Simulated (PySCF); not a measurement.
# TaO₂H: singlet, from a T-shaped (ligand arrangement 1) start

Where does singlet TaO₂H go from a T-shaped (ligand arrangement 1) start, is the end point a minimum, and what are its modes, charges and moments?

Program: PySCF 2.14.0. Level of theory: PBE0, basis Ta def2-TZVP with ECP60, O def2-TZVP, H def2-TZVP, scalar-relativistic core potentials, no spin–orbit coupling, density fitting. These are calculated values, not measurements.

## (1) Where the work starts

4 atoms, charge 0, spin multiplicity 1.

Bond lengths: Ta1–O2 1.830 Å, Ta1–O3 1.830 Å, Ta1–H4 1.780 Å. Angles: O2–Ta1–O3 176.0°, O2–Ta1–H4 88.0°, O3–Ta1–H4 88.0°.

```xyz
4
charge 0 multiplicity 1
Ta    0.0000    0.0000    0.0000
O     1.8289    0.0000    0.0639
O    -1.8289    0.0000    0.0639
H     0.0000    0.0000    1.7800
```

## (2) First SCF at the start

The steps below are one call of a driver around PySCF. For each, scf.py gives the equivalent set-up of the SCF; relaxations use the driver's own optimiser. After this first run the driver tries any further starts and a stability analysis.

The input, scf.py:

```python
from pyscf import gto, scf, dft
mol = gto.M(atom='''
Ta     0.000000     0.000000     0.000000
O      1.828900     0.000000     0.063900
O     -1.828900     0.000000     0.063900
H      0.000000     0.000000     1.780000''',
    basis={'Ta': 'def2-TZVP', 'O': 'def2-TZVP', 'H': 'def2-TZVP'},
    ecp={'Ta': 'def2-TZVP'},
    charge=0, spin=0)
mf = dft.RKS(mol, xc='PBE0')
mf.grids.atom_grid = (50, 194)
aux = {'Ta': 'def2-universal-JKFIT', 'O': 'def2-universal-JKFIT', 'H': 'def2-universal-JKFIT'}
mf = mf.density_fit(auxbasis=aux)
mf.conv_tol = 1e-08
mf.diis_space = 10
mf.max_cycle = 60
mf.init_guess = 'minao'
mf.verbose = 4
mf.kernel()
```

Launch:

```bash
$ OMP_NUM_THREADS=4 python axn.py task.json out
```

The runs that follow: T-shaped (ligand arrangement 1) start, singlet: relaxation; Hessian and properties; Following the imaginary mode; Hessian and properties.

Before running it: what results should come out? Wanted: minimum; geometry; wavenumbers; dipole moment; highest occupied, lowest empty level; polar-tensor charge of Ta1; zero-point energy; atomisation energy.

The runs gave:

```
                                 quantity                                                               value
                                  minimum                                                         singlet, Cs
                                 geometry  Ta–H 1.779 Å, Ta–O 1.722 Å (×2); H–Ta–O 101.4° (×2), O–Ta–O 105.8°
                       wavenumbers (cm⁻¹)      338 (a'), 489 (a'), 650 (a''), 960 (a''), 1025 (a'), 1870 (a')
                            dipole moment                                                              6.40 D
     highest occupied, lowest empty level                                                     -8.18, -3.49 eV
               polar-tensor charge of Ta1                                                             +1.72 e
                        zero-point energy                                                         31.9 kJ/mol
                      entropy at 298.15 K                                                     285.1 J/(mol K)
atomisation energy (no zero-point energy)                                                         1709 kJ/mol
```

The T-shaped (ligand arrangement 1) start (C2v) ends in a minimum of Cs symmetry, after a stop at a saddle point 63.6 kJ/mol higher, from which it was pushed off along an imaginary mode. The strongest infrared band lies at 960 cm⁻¹ (a'', stretch). With 6.4 D the molecule is strongly polar. Other starts or spin states, not run here, may lie lower. Spin–orbit coupling, left out here, can matter for elements this heavy.
